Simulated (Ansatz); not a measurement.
# B2Sb3Os: the cost of one run

Program: Ansatz 0.2.0. Level of theory: DFT PBE, scalar-relativistic, plane waves, PAW. These are calculated values, not measurements.

## 1. Starting point

Symmetry: P-4m2, No. 115, tetragonal system. Conventional cell: a = 3.649 Å, b = 3.649 Å, c = 8.106 Å, α = 90.00°, β = 90.00°, γ = 90.00°. B (site symmetry 2mm) has 7 Sb at 2.77 to 2.89 Å and 2 Os at 2.79 Å as nearest neighbours. Sb (site symmetry 2mm) is surrounded by 5 B at 2.77 to 2.89 Å. Sb (site symmetry -4m2) is surrounded by 4 Os at 2.58 Å and 4 B at 2.79 Å. Os (site symmetry -4m2) is surrounded by 4 Sb at 2.58 Å and 4 B at 2.79 Å.

Structure file:

```
CELL_PARAMETERS angstrom
3.64899 0.00000 0.00000
0.00000 3.64899 0.00000
0.00000 0.00000 8.10590
ATOMIC_POSITIONS crystal
B 0.50000 0.00000 0.73987
B 0.00000 0.50000 0.26013
Sb 0.50000 0.00000 0.38354
Sb 0.00000 0.50000 0.61646
Sb 0.00000 0.00000 0.00000
Os 0.50000 0.50000 0.00000
```

A structure generator made this guess: species swapped into a database cell of Hf2GaSb3 (P-4m2, No. 115), with B on the Hf sites and Os on the Ga sites. The dimensions are guesses.

## 2. The guess as it stands, on a coarse mesh

Contents of input.yaml:

```yaml
crystal:
  lattice:
    - [3.64898736, 0.0, 0.0]
    - [0.0, 3.64898736, 0.0]
    - [0.0, 0.0, 8.10589611]
  atoms:
    - { symbol: B, position: [0.5, 0.0, 0.7398749] }
    - { symbol: B, position: [0.0, 0.5, 0.2601251] }
    - { symbol: Sb, position: [0.5, 0.0, 0.38354135] }
    - { symbol: Sb, position: [0.0, 0.5, 0.61645865] }
    - { symbol: Sb, position: [0.0, 0.0, 0.0] }
    - { symbol: Os, position: [0.5, 0.5, 0.0] }
basis:
  ecutwfc: 420
kpoints:
  mp_grid: { grid: [6, 6, 2] }
hamiltonian:
  xc: pbe
scf:
  occupations: { method: gaussian, width: 0.1 }
  lower_state_search: "off"
output:
  forces: true
  stress: true
  eigenvalues: true
```

The run is started by

```
ansatz run input.yaml --threads 1 --pin off --max-ram 2560MiB --backend cpu --events-out ev --progress --plain --runs-dir out
```

What time and memory should one allow on 1 thread of Arm Neoverse V2, shared host?

About 6.2 s, with a peak of 0.35 GiB.
